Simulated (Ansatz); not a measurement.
# C6H19HfN3Se: basis-set convergence

How large a basis does C6H19HfN3Se need? Two functionals are run in growing sets.

Program: Ansatz 0.2.0, Gaussian basis. Level of theory: one geometry, several basis sets. These are calculated values, not measurements.

Levels to be run: PBE0-D4/def2-SVP; ωB97M-V/def2-SVP; PBE0-D4/def2-QZVPP; ωB97M-V/def2-QZVPP; the functionals' def2-TZVPP values are taken from earlier runs.

## 1. The geometry

The geometry comes from an earlier relaxation with PBE0-D4/def2-TZVP; it is a stationary point, not always the lowest conformer. Hf takes the def2 core potential; no spin-orbit term is included.

SMILES `C[N](C)[Hf]([SeH])([N](C)C)[N](C)C`, 30 atoms, charge 0, spin multiplicity 1.

Atoms are counted from 1 here; the program's logs count them from 0.

Bond lengths: C1–N2 1.443 Å, C1–H12 1.100 Å, C1–H13 1.092 Å, C1–H14 1.100 Å, N2–C3 1.448 Å, N2–Hf4 2.039 Å, C3–H15 1.099 Å, C3–H16 1.100 Å, C3–H17 1.096 Å, Hf4–Se5 2.637 Å, Hf4–N6 2.032 Å, Hf4–N9 2.038 Å, Se5–H18 1.472 Å, N6–C7 1.449 Å, N6–C8 1.443 Å, C7–H19 1.100 Å, C7–H20 1.099 Å, C7–H21 1.097 Å and more. Angles: N2–C1–H12 111.5°, N2–C1–H13 110.8°, N2–C1–H14 111.7°, H12–C1–H13 107.6°, H12–C1–H14 107.1°, H13–C1–H14 108.0°, C1–N2–C3 111.8°, C1–N2–Hf4 129.2°, C3–N2–Hf4 118.9°, N2–C3–H15 111.7°, N2–C3–H16 111.6°, N2–C3–H17 111.1°, H15–C3–H16 107.7°, H15–C3–H17 106.8°, H16–C3–H17 107.7°, N2–Hf4–Se5 110.9°, N2–Hf4–N6 109.2°, N2–Hf4–N9 108.3° and more.

## 2. PBE0-D4 in def2-SVP

The input, in.yaml:

```yaml
crystal:
  periodic: [false, false, false]
  atoms:
    - {symbol: C, position_ang: [1.968126, 1.427717, 1.493828]}
    - {symbol: N, position_ang: [0.587574, 1.440973, 1.074348]}
    - {symbol: C, position_ang: [-0.191012, 2.410777, 1.815983]}
    - {symbol: Hf, position_ang: [-0.322397, 0.366779, -0.400182]}
    - {symbol: Se, position_ang: [-1.607304, 1.957174, -2.065773]}
    - {symbol: N, position_ang: [-1.753067, -0.818489, 0.422087]}
    - {symbol: C, position_ang: [-2.455733, -1.729145, -0.458993]}
    - {symbol: C, position_ang: [-2.219453, -0.913398, 1.784092]}
    - {symbol: N, position_ang: [1.096024, -0.747655, -1.348722]}
    - {symbol: C, position_ang: [1.188579, -2.172390, -1.550068]}
    - {symbol: C, position_ang: [2.170736, -0.035964, -2.006699]}
    - {symbol: H, position_ang: [2.062551, 1.170428, 2.558949]}
    - {symbol: H, position_ang: [2.538719, 0.690542, 0.924255]}
    - {symbol: H, position_ang: [2.444741, 2.409485, 1.354198]}
    - {symbol: H, position_ang: [0.204891, 3.428788, 1.693017]}
    - {symbol: H, position_ang: [-0.202412, 2.183774, 2.892162]}
    - {symbol: H, position_ang: [-1.230694, 2.430206, 1.469281]}
    - {symbol: H, position_ang: [-0.342921, 2.454790, -2.631096]}
    - {symbol: H, position_ang: [-2.307073, -2.777874, -0.163735]}
    - {symbol: H, position_ang: [-3.536483, -1.532278, -0.465260]}
    - {symbol: H, position_ang: [-2.106798, -1.624453, -1.494251]}
    - {symbol: H, position_ang: [-3.291171, -0.680196, 1.860545]}
    - {symbol: H, position_ang: [-1.675070, -0.218615, 2.427301]}
    - {symbol: H, position_ang: [-2.076153, -1.925706, 2.188835]}
    - {symbol: H, position_ang: [1.144224, -2.436605, -2.616875]}
    - {symbol: H, position_ang: [0.371357, -2.689297, -1.041522]}
    - {symbol: H, position_ang: [2.132488, -2.574309, -1.153819]}
    - {symbol: H, position_ang: [2.164414, -0.197223, -3.093836]}
    - {symbol: H, position_ang: [2.087600, 1.046527, -1.841199]}
    - {symbol: H, position_ang: [3.155736, -0.344383, -1.626862]}
basis:
  gaussian: {orbitals: def2-SVP}
hamiltonian: {xc: pbe0, dispersion: d4}
output: {orbitals: {seedname: orbitals}}
```

Command:

```console
> ansatz run in.yaml --threads 11 --pin off --events-out ev --progress --plain --max-ram 174080MiB --backend cuda --devices 0, --max-vram 75GiB
```

The runs that follow: ωB97M-V in def2-SVP; PBE0-D4 in def2-QZVPP; ωB97M-V in def2-QZVPP.

Before running them: what should the planned runs give, taken together? Wanted: PBE0-D4: double and triple zeta above quadruple; ωB97M-V: double and triple zeta above quadruple.

**Answer**, as computed:

| quantity | value |
| --- | --- |
| PBE0-D4: double and triple zeta above quadruple | 22.45, 2.02 eV |
| ωB97M-V: double and triple zeta above quadruple | 23.05, 1.96 eV |

**Reading.** PBE0-D4 gains 20.44 eV from double to triple zeta, then 2.02 eV more. Total energies overstate the basis error of differences, where much of it tends to cancel. The LUMO of ωB97M-V is positive and keeps falling with the basis (1.73 to 0.89 eV): an unbound level that the basis holds in place.
